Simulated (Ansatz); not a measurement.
TaN, space group P-6m2: a check of PAW against all-electron LAPW, run with the Python package of Ansatz (0.2.0).

`tan_paw_lapw.py`
```python
'''PAW against all-electron LAPW for TaN.'''

import ansatz
import numpy as np


def count_gap(report):
    # lowest empty less highest filled band, counting bands; zero where they overlap
    return max(report.get('gap_by_band_count_ev') or 0.0, 0.0)

cell = (
    ansatz.Lattice.from_parameters(2.938, 2.938, 2.883, alpha=90, beta=90, gamma=120)
    .space_group(187)
    .atom('Ta', (0.0, 0.0, 0.5))
    .atom('N', (2 / 3, 1 / 3, 0.0))
)

base = (
    cell.calculation()
    .functional(ansatz.Functional.PBESOL)
    .occupations(ansatz.OccupationsMethod.FERMI_DIRAC, width=0.1)
    .kpoints(13, 13, 12)
    .stress()
    .forces()
    .band_table()
)
variants = {
    'PAW': base.pseudopotentials('paw'),
    'LAPW': base.pseudopotentials('all_electron', lapw=True),
}
# totals differ by the cores that each treatment holds, so compare what does not depend on them
rows = []
for label, variant in variants.items():
    report = variant.run(threads=1, backend='cpu').report
    levels = np.array(report['eigenvalues_ev'][0]) - report['fermi_energy_ev']
    print(label, 'levels at the first k-point near E_F:', np.round(levels[np.abs(levels) < 5], 3))
    rows.append((label, report['n_electrons'], np.trace(report['stress_gpa']) / 3, count_gap(report)))
print('     treatment  electrons in bands           P GPa  gap by band count eV')
for row in rows:
    print(f'{str(row[0]):>14s}  {row[1]:18.1f}  {row[2]:14.3f}  {row[3]:20.3f}')
```

How well do the two treatments of the cores agree on the pressure?

PAW gives -4.866 GPa and LAPW -4.779 GPa, 0.09 GPa apart. They took 4.1 and 85.5 s of processor time.

The output:

```console
$ python tan_paw_lapw.py
DeckWarning: basis.ecutwfc = 420 eV, auto-derived from the records' recommended cutoffs: set by Ta (normal level)
PAW levels at the first k-point near E_F: [-4.565 -4.565 -4.214 -2.916  2.203  3.592  3.592  3.993]
LAPW levels at the first k-point near E_F: [-4.558 -4.558 -4.209 -2.904  2.209  3.592  3.592  3.996  3.996]
     treatment  electrons in bands           P GPa  gap by band count eV
           PAW                18.0          -4.866                 0.000
          LAPW                52.0          -4.779                 0.000
```
(Warnings from the package without file and line.)

Reading the output:
- Spin is left out of this run.
- The computed bands are complete only to about 3.3 eV above the Fermi level.
- A gap by band count of zero or less means overlapping bands, a metal.
- The starting cell is as deposited in a crystallographic database; the results hold for this polymorph, which needn't be the stable one.
- Gaps and levels are Kohn-Sham values on a finite set of k-points, without spin-orbit coupling.
- Pressure is positive in compression; the treatments may keep other shells as core, so totals and counts of electrons can differ.
- Timing: 91 s on 1 thread of Arm Neoverse V1, with other jobs on the host, peak memory 0.72 GiB.
